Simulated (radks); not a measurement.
**K²⁺ in [Ne] 3s1.75 3p5 4p0.25: an all-electron calculation**

An exercise on one series of results from a longer session: the logs are not shown, and one member is left open.

Program: radks (a radial shooting solver on a logarithmic mesh, Libxc functionals) version 1. Level of theory: non-relativistic Kohn-Sham, r2SCAN, spin-polarised, spherical densities, point nucleus; open shells are filled with parallel spins first. These are calculated values, not measurements, unless marked.

## The system

| Property | Result |
| --- | --- |
| element | potassium (Z = 19) |
| charge | +2 |
| electrons | 17 |
| configuration | [Ne] 3s1.75 3p5 4p0.25 |

Set-up of the first run:

The run's settings:

```text
Z 19
configuration [Ne] 3s1.75 3p5 4p0.25 4s0 3d0 5p0 4f0
relativity non-relativistic
functional r2scan,r2scan
spin polarised
nucleus point
```

One of the session's tables, all rows but one given; the rest of the session is left out.

It belongs to the step «Shells». From the orbitals of this run (lengths in bohr):

| level | <r> | outermost maximum (interpolated) | 90 % within | nodes |
| --- | --- | --- | --- | --- |
| 1s up | 0.08156 | 0.0535 | 0.145 | 0 |
| 1s down | 0.08156 | 0.0535 | 0.145 | 0 |
| 2s up | 0.3884 | 0.320 | 0.604 | 1 |
| 2s down | 0.3884 | 0.320 | 0.604 | 1 |
| 2p up | 0.3505 | 0.263 | 0.578 | 0 |
| 2p down | 0.3506 | 0.264 | 0.578 | 0 |
| 3s up | 1.230 | 1.07 | 1.83 | 2 |
| 3s down | 1.241 | 1.07 | 1.85 | 2 |
| 3p up | 1.334 | 1.12 | 2.04 | 1 |
| 3p down | ? | ? | ? | ? |
| 3d up | 1.749 | 1.28 | 2.91 | 0 |
| 3d down | 1.779 | 1.30 | 2.97 | 0 |
| 4s up | 3.487 | 3.13 | 5.06 | 3 |
| 4p up | 4.076 | 3.67 | 5.89 | 2 |

**Question.** Estimate the row for 3p down.

As computed: <r>: 1.350; outermost maximum (interpolated): 1.13; 90 % within: 2.07; nodes: 1. In the column «<r>» it lies between 3p up (1.334) and 3d up (1.749).
